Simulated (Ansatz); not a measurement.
# FH₆NSi₂Sn: up Jacob's ladder to CCSD(T)

One table from this session's results is given with a row withheld; the runs are named, their logs left out.

Computed with Ansatz 0.2.0, Gaussian basis. Level: functionals in def2-TZVPP, the program's frozen cores in correlated methods.

The runs, in order: LDA (SPW92), PBE-D4, revPBE-D4, BLYP-D4, r2SCAN-D4, B97M-V, PBE0-D4, B3LYP-D4, r2SCANh-D4, r2SCAN0-D4, HSE06-D4, BHLYP-D4, CAM-B3LYP-D4, LC-ωPBE, ωB97X-V, ωB97M-V, B2PLYP, PBE-QIDH; CCSD(T)/def2-SVP; CCSD(T)/def2-TZVPP; MP2/def2-QZVPP; extrapolation to the limit; RPA on PBE.

### The geometry

An earlier PBE0-D4 in a triple-zeta def2 set relaxation fixed the geometry. Sn takes the def2 core potential; no spin-orbit term is included.

SMILES `[F][Sn][N]([SiH3])[SiH3]`, 11 atoms, charge 0, spin multiplicity 1.

Atoms are counted from 1 here; the program's logs count them from 0.

Bond lengths: F1–Sn2 1.953 Å, Sn2–N3 2.044 Å, N3–Si4 1.729 Å, N3–Si5 1.746 Å, Si4–H6 1.487 Å, Si4–H7 1.487 Å, Si4–H8 1.494 Å, Si5–H9 1.483 Å, Si5–H10 1.483 Å, Si5–H11 1.492 Å. Angles: F1–Sn2–N3 90.9°, Sn2–N3–Si4 119.2°, Sn2–N3–Si5 120.9°, Si4–N3–Si5 119.9°, N3–Si4–H6 112.4°, N3–Si4–H7 112.4°, N3–Si4–H8 107.0°, H6–Si4–H7 108.2°, H6–Si4–H8 108.4°, H7–Si4–H8 108.4°, N3–Si5–H9 111.9°, N3–Si5–H10 111.9°, N3–Si5–H11 106.6°, H9–Si5–H10 109.7°, H9–Si5–H11 108.2°, H10–Si5–H11 108.2°.

Set-up of the first run:

Contents of in.yaml:

```yaml
crystal:
  periodic: [false, false, false]
  atoms:
    - {symbol: F, position_ang: [-0.965037, 2.894275, -0.068032]}
    - {symbol: Sn, position_ang: [-1.317211, 1.575220, 1.328248]}
    - {symbol: N, position_ang: [-0.236681, 0.167136, 0.315174]}
    - {symbol: Si, position_ang: [-0.074772, -1.417134, 0.988447]}
    - {symbol: Si, position_ang: [0.520174, 0.543916, -1.212497]}
    - {symbol: H, position_ang: [-0.652539, -2.468674, 0.109187]}
    - {symbol: H, position_ang: [1.342543, -1.772725, 1.266672]}
    - {symbol: H, position_ang: [-0.823770, -1.420912, 2.281624]}
    - {symbol: H, position_ang: [1.533181, 1.619382, -1.078732]}
    - {symbol: H, position_ang: [-0.475079, 0.920443, -2.246117]}
    - {symbol: H, position_ang: [1.214493, -0.697929, -1.663374]}
basis:
  gaussian: {orbitals: def2-TZVPP}
hamiltonian: {xc: lda}
output: {orbitals: {seedname: orbitals}}
```

Started as:

```bash
$ ansatz run in.yaml --threads 4 --pin off --events-out ev --progress --plain --max-ram 11315MiB
```

Steps of the session up to this table: LDA; PBE-D4 (GGA); revPBE-D4 (GGA); BLYP-D4 (GGA); r2SCAN-D4 (meta-GGA); B97M-V (meta-GGA); PBE0-D4 (hybrid); B3LYP-D4 (hybrid); r2SCANh-D4 (hybrid); r2SCAN0-D4 (hybrid); HSE06-D4 (hybrid); BHLYP-D4 (hybrid); CAM-B3LYP-D4 (range-separated); LC-ωPBE (range-separated); ωB97X-V (range-separated); ωB97M-V (range-separated); B2PLYP (double hybrid); PBE-QIDH (double hybrid).

One table of the session follows, with a row left open; its other results are not shown here.

It belongs to the step «Orbital energies across the functionals». 

```
  functional  HOMO (eV)  LUMO (eV)  gap (eV)
 LDA (SPW92)      -6.67      -3.42      3.26
      PBE-D4      -6.55      -3.18      3.37
   revPBE-D4      -6.50      -3.09      3.41
     BLYP-D4      -6.42      -3.12      3.31
   r2SCAN-D4      -6.85      -3.13      3.72
      B97M-V          ?          ?         ?
     PBE0-D4      -7.77      -2.52      5.25
    B3LYP-D4      -7.55      -2.75      4.80
  r2SCANh-D4      -7.30      -2.87      4.43
  r2SCAN0-D4      -7.98      -2.49      5.49
    HSE06-D4      -7.37      -2.88      4.50
    BHLYP-D4      -8.92      -1.83      7.08
CAM-B3LYP-D4      -9.08      -1.62      7.46
     LC-ωPBE     -10.42      -0.53      9.89
     ωB97X-V     -10.09      -0.64      9.45
     ωB97M-V      -9.98      -0.82      9.16
```

Q: Estimate the row for B97M-V from the others.

The run gave: HOMO (eV): -6.93; LUMO (eV): -3.21; gap (eV): 3.72. In the column «HOMO (eV)» it lies between r2SCANh-D4 (-7.30) and r2SCAN-D4 (-6.85).
